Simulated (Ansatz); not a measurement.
# FH11OSi4: the cost of one run

The runs use Ansatz 0.2.0, Gaussian basis; PBE0-D4/def2-SVP.

1 further run of the same task is left out (it didn't finish). Runs told in other sessions of the task aren't counted.

### Step 1. Starting geometry

The start, a first-order saddle point found at PBE0-D4 in triple zeta: 17 atoms, charge 0, spin multiplicity 1.

Atoms are counted from 1 here; the program's logs count them from 0.

Bond lengths: Si1–Si3 2.341 Å, Si1–Si4 2.336 Å, Si1–F5 1.637 Å, Si1–O7 1.837 Å, Si2–H8 1.500 Å, Si2–H9 1.498 Å, Si2–H10 1.500 Å, Si3–H11 1.489 Å, Si3–H12 1.485 Å, Si3–H13 1.486 Å, Si4–H14 1.483 Å, Si4–H15 1.491 Å, Si4–H16 1.489 Å, H6–O7 1.073 Å, O7–H17 0.969 Å. Angles: Si3–Si1–Si4 125.0°, Si3–Si1–F5 104.7°, Si3–Si1–O7 112.8°, Si4–Si1–F5 101.7°, Si4–Si1–O7 114.3°, F5–Si1–O7 90.4°, H8–Si2–H9 106.2°, H8–Si2–H10 104.6°, H9–Si2–H10 105.0°, Si1–Si3–H11 109.3°, Si1–Si3–H12 111.5°, Si1–Si3–H13 108.0°, H11–Si3–H12 109.2°, H11–Si3–H13 109.2°, H12–Si3–H13 109.6°, Si1–Si4–H14 111.6°, Si1–Si4–H15 106.5°, Si1–Si4–H16 111.5° and more.

Geometry (Å):

```mol
FH11OSi4
  3D, bonds by distance, orders not assigned

 17 15  0  0  0  0  0  0  0  0999 V2000
   -0.2518    0.9549   -0.0161 Si  0  0
    1.1281   -1.5388    0.3024 Si  0  0
    0.0948    0.5344   -2.2928 Si  0  0
   -1.8121   -0.1467    1.3283 Si  0  0
   -0.7933    2.4987    0.0423 F   0  0
    1.4837    0.3996    0.9664 H   0  0
    1.2863    1.4489    0.8582 O   0  0
    2.5248   -1.8486   -0.1496 H   0  0
    0.8619   -2.4283    1.4784 H   0  0
    0.2497   -2.0693   -0.7919 H   0  0
   -0.0403    1.8064   -3.0543 H   0  0
    1.4398   -0.0441   -2.5416 H   0  0
   -0.9495   -0.4198   -2.7472 H   0  0
   -1.8830   -1.5933    1.0082 H   0  0
   -1.3530    0.0256    2.7366 H   0  0
   -3.1663    0.4590    1.1998 H   0  0
    1.1802    1.9615    1.6731 H   0  0
  1  3  8  0
  1  4  8  0
  1  5  8  0
  1  7  8  0
  2  8  8  0
  2  9  8  0
  2 10  8  0
  3 11  8  0
  3 12  8  0
  3 13  8  0
  4 14  8  0
  4 15  8  0
  4 16  8  0
  6  7  8  0
  7 17  8  0
M  END
```

### Step 2. The run

md/in.yaml reads:

```yaml
crystal:
  periodic: [false, false, false]
  atoms:
    - {symbol: Si, position_ang: [-0.251802, 0.954950, -0.016145]}
    - {symbol: Si, position_ang: [1.128078, -1.538805, 0.302415]}
    - {symbol: Si, position_ang: [0.094827, 0.534430, -2.292806]}
    - {symbol: Si, position_ang: [-1.812109, -0.146687, 1.328279]}
    - {symbol: F, position_ang: [-0.793347, 2.498681, 0.042283]}
    - {symbol: H, position_ang: [1.483672, 0.399551, 0.966445]}
    - {symbol: O, position_ang: [1.286265, 1.448888, 0.858164]}
    - {symbol: H, position_ang: [2.524794, -1.848583, -0.149567]}
    - {symbol: H, position_ang: [0.861950, -2.428279, 1.478390]}
    - {symbol: H, position_ang: [0.249662, -2.069257, -0.791918]}
    - {symbol: H, position_ang: [-0.040350, 1.806439, -3.054341]}
    - {symbol: H, position_ang: [1.439819, -0.044088, -2.541605]}
    - {symbol: H, position_ang: [-0.949461, -0.419828, -2.747204]}
    - {symbol: H, position_ang: [-1.882984, -1.593319, 1.008162]}
    - {symbol: H, position_ang: [-1.353040, 0.025561, 2.736551]}
    - {symbol: H, position_ang: [-3.166264, 0.459031, 1.199793]}
    - {symbol: H, position_ang: [1.180190, 1.961516, 1.673103]}
basis:
  gaussian: {orbitals: def2-SVP}
hamiltonian: {xc: pbe0, dispersion: d4}
md: {n_steps: 80, timestep: 1.0, temperature: 300, ensemble: nvt_langevin, seed: 462, friction: 0.01, initial_velocities: maxwell_boltzmann}
```

Run with:

```bash
$ ansatz run in.yaml --threads 4 --pin off --events-out ev --progress --plain --max-ram 41984MiB --backend cuda --devices 0, --max-vram 37GiB
```

**Question.** How long does this run take on 1 × a share of an NVIDIA H100 with 4 threads of AMD EPYC 7R13, shared host?

About 75 s.
